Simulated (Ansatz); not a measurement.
# Ta3SnO4: the cost of one run

Method: DFT PBE, scalar-relativistic, plane waves, PAW, in Ansatz 0.2.0.

1 further run of the same task is left out (set aside as unsound or not needed).

## 1. The starting structure

Symmetry: Pm-3m, No. 221, cubic system. The conventional cell has a = 4.636 Å, b = 4.636 Å, c = 4.636 Å, α = 90.00°, β = 90.00°, γ = 90.00°. Ta (site symmetry 4/mmm) is surrounded by 6 O at 2.32 Å. Around Sn (site symmetry m-3m) lie 6 O at 2.32 Å. O (site symmetry 4/mmm) is surrounded by 4 Ta at 2.32 Å and 2 Sn at 2.32 Å. Around O (site symmetry m-3m) lie 6 Ta at 2.32 Å.

Structure file:

```
Ta Sn O
1.0
     4.63613    0.00000    0.00000
     0.00000    4.63613    0.00000
     0.00000    0.00000    4.63613
Ta Sn O
3 1 4
Direct
  0.00000 0.50000 0.50000
  0.50000 0.00000 0.50000
  0.50000 0.50000 0.00000
  0.00000 0.00000 0.00000
  0.50000 0.00000 0.00000
  0.50000 0.50000 0.50000
  0.00000 0.00000 0.50000
  0.00000 0.50000 0.00000
```

The cell was relaxed beforehand at this level, from a database cell with other species swapped in; it is a trial structure. At a tolerance of 0.05 Å it has space group Pm-3m (No. 221); it has 12.46 Å³/atom, an uncorrected energy of -0.56 eV/atom over the elements.

## 2. Static run: bands, density of states and charges

The input, input.yaml:

```yaml
crystal:
  lattice:
    - [4.6361260874, 0.0, 0.0]
    - [0.0, 4.6361260874, 0.0]
    - [0.0, 0.0, 4.6361260874]
  atoms:
    - { symbol: Ta, position: [0.0, 0.5, 0.5] }
    - { symbol: Ta, position: [0.5, 0.0, 0.5] }
    - { symbol: Ta, position: [0.5, 0.5, 0.0] }
    - { symbol: Sn, position: [0.0, 0.0, 0.0] }
    - { symbol: O, position: [0.5, 0.0, 0.0] }
    - { symbol: O, position: [0.5, 0.5, 0.5] }
    - { symbol: O, position: [0.0, 0.0, 0.5] }
    - { symbol: O, position: [0.0, 0.5, 0.0] }
basis:
  ecutwfc: 420
kpoints:
  mp_grid: { grid: [8, 8, 8] }
  band_path:
    path:
      - [[0.0, 0.0, 0.0], [0.0, 0.5, 0.0], [0.5, 0.5, 0.0], [0.0, 0.0, 0.0], [0.5, 0.5, 0.5], [0.0, 0.5, 0.0]]
      - [[0.5, 0.5, 0.5], [0.5, 0.5, 0.0]]
    npoints: 14
hamiltonian:
  xc: pbe
scf:
  occupations: { method: gaussian, width: 0.1 }
  n_extra_bands: 20
output:
  forces: true
  stress: true
  eigenvalues: true
  populations: true
  dos: { projected: true, de: 0.02, nscf_kmesh: { grid: [10, 10, 10] } }
  bader: true
  write_density: true
  write_potential: true
  elf: true
  volumetric_format: npy
```

On the command line:

```console
$ ansatz run input.yaml --threads 1 --pin off --max-ram 2048MiB --backend cpu --events-out ev --progress --plain --runs-dir out
```

What time and memory should one allow on 1 thread of Arm Neoverse V1, shared host?

About 1.8 min, with a peak of 0.55 GiB.
